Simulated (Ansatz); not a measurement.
**C2H5ClSi: atomisation energy, by script**

How much energy holds C2H5ClSi together? A script is to give an atomisation energy; the system is C2H5ClSi.

Computed with Ansatz 0.2.0 through its Python package. Level of theory: B3LYP/cc-pVTZ.

## (1) The system

Bond lengths: Si1–C2 1.768 Å, C2–C3 1.307 Å, C3–Cl4 1.743 Å, Si1–H5 1.478 Å, Si1–H6 1.532 Å, Si1–H7 1.495 Å, C2–H8 1.040 Å, C3–H9 1.121 Å. Angles: Si1–C2–C3 124.3°, Si1–C2–H8 116.2°, C3–C2–H8 119.5°, C2–Si1–H5 113.2°, C2–Si1–H6 111.2°, C2–Si1–H7 111.7°, H5–Si1–H6 106.0°, H5–Si1–H7 108.1°, H6–Si1–H7 106.2°, C2–C3–Cl4 125.8°, C2–C3–H9 126.0°, Cl4–C3–H9 108.0°.

The script holds or builds the structure itself.

## (2) The code

c2h5clsi.py

```python
"""Atomisation energy of C2H5ClSi at the given geometry."""

from collections import Counter

import ansatz as az
from ase import Atoms


def total_energy(molecule, charge=0, unpaired=0):
    calc = (
        molecule.calculation()
        .basis(gaussian="cc-pVTZ")
        .functional("b3lyp")
    )
    if charge:
        calc = calc.charge(charge)
    if unpaired:
        calc = calc.spin("collinear", total=unpaired)
    report = calc.run(threads=1, backend="cpu").report
    if report["published_state_doubts"]:
        print("  doubts:", report["published_state_doubts"])
    return report["free_energy_ev"]

atoms = Atoms(["Si", "C", "C", "Cl", "H", "H", "H", "H", "H"], positions=[
    [-0.7712, 1.0288, 0.0445],
    [-0.1504, -0.6262, 0.0096],
    [1.1163, -0.9361, -0.0746],
    [1.7716, -2.5515, -0.0801],
    [0.2902, 2.0519, -0.058],
    [-1.7226, 1.2877, -1.1283],
    [-1.5574, 1.2974, 1.2878],
    [-0.8615, -1.3843, 0.0546],
    [1.9734, -0.2141, -0.0725],
])
geometry = az.Crystal.molecule_from_ase(atoms)

# Hund ground states
unpaired = {"Si": 2, "C": 2, "Cl": 1, "H": 1}
counts = Counter(site.symbol for site in geometry.cartesian_sites)
atom_energy = {s: total_energy(az.Crystal.molecule().atom(s, (0, 0, 0)), 0, unpaired[s]) for s in counts}
whole = total_energy(geometry, 0, 0)
for s, e in atom_energy.items():
    print(f"{s:2s} x{counts[s]}  {e:14.5f} eV")
print(f"C2H5ClSi: {whole:.5f} eV")
split = sum(counts[s] * e for s, e in atom_energy.items()) - whole
print(f"atomisation energy (no zero-point term): {split:.3f} eV, {split / sum(counts.values()):.3f} eV an atom")
```

## (3) What the engine is handed

The package turns the script's settings into the engine's input (first run):

```yaml
crystal:
  periodic: [false, false, false]
  atoms:
    - { symbol: Si, position_ang: [0.0, 0.0, 0.0] }
basis:
  gaussian:
    orbitals: cc-pVTZ
hamiltonian:
  xc: b3lyp
magnetization:
  spin_polarized: true
  initial_magnetization: 2.0
```

## (4) The run

Started as:

```sh
$ python c2h5clsi.py
```

The program printed:

```text
Si x1     -7874.87526 eV
C  x2     -1030.18427 eV
Cl x1    -12521.99042 eV
H  x5       -13.66437 eV
C2H5ClSi: -22557.59463 eV
atomisation energy (no zero-point term): 32.039 eV, 3.560 eV an atom
```

Run time: 3.7 s. Hardware: 1 thread of Intel Xeon 6975P-C (Granite Rapids), shared host; peak memory 0.42 GiB.

## (5) What changed from run to run

The engine's inputs for some of the other runs:

Run 2, against run 1:

```diff
@@ -4 +4 @@
-    - { symbol: Si, position_ang: [0.0, 0.0, 0.0] }
+    - { symbol: C, position_ang: [0.0, 0.0, 0.0] }
```

Run 3, against run 1:

```diff
@@ -4 +4 @@
-    - { symbol: Si, position_ang: [0.0, 0.0, 0.0] }
+    - { symbol: Cl, position_ang: [0.0, 0.0, 0.0] }
@@ -12 +12 @@
-  initial_magnetization: 2.0
+  initial_magnetization: 1.0
```

Run 4, against run 1:

```diff
@@ -4 +4 @@
-    - { symbol: Si, position_ang: [0.0, 0.0, 0.0] }
+    - { symbol: H, position_ang: [0.0, 0.0, 0.0] }
@@ -12 +12 @@
-  initial_magnetization: 2.0
+  initial_magnetization: 1.0
```

Lines on the test bed's own set-up are left out of the output.

## (6) What each run gave

From the records of these 5 runs:

```csv
run,system,unpaired or total moment,energy (eV),<S²>,SCF cycles,CPU time (s)
1,Si,2,-7874.8753,2.00,23,0.25
2,C,2,-1030.1843,2.00,11,0.08
3,Cl,1,-12521.9904,0.75,12,0.14
4,H,1,-13.6644,0.75,8,0.03
5,C2H5ClSi,not set,-22557.5946,0.00,16,2.8
```

Totals carry meaning only in balanced differences at one level of theory.

## (7) Results

| quantity | value |
| --- | --- |
| atomisation energy, no zero point | 32.039 eV |
| runs compared | 5 |

What this shows: Zero-point motion and spin-orbit terms of the atoms are left out, and both would lower it. 32.039 eV from the electronic energies, without the zero-point term. Caveats:
- The geometry is a force-field or estimated start, not a minimum of this method, and the basis set is short of its limit. All parts are taken at fixed geometry, without zero-point energy.
- b3lyp holds the VWN-RPA fit, as in Gaussian; the form of ORCA and Turbomole is b3lyp5.
- For Al to Cl the sets with a tight d function, cc-pV(X+d)Z, are usual.
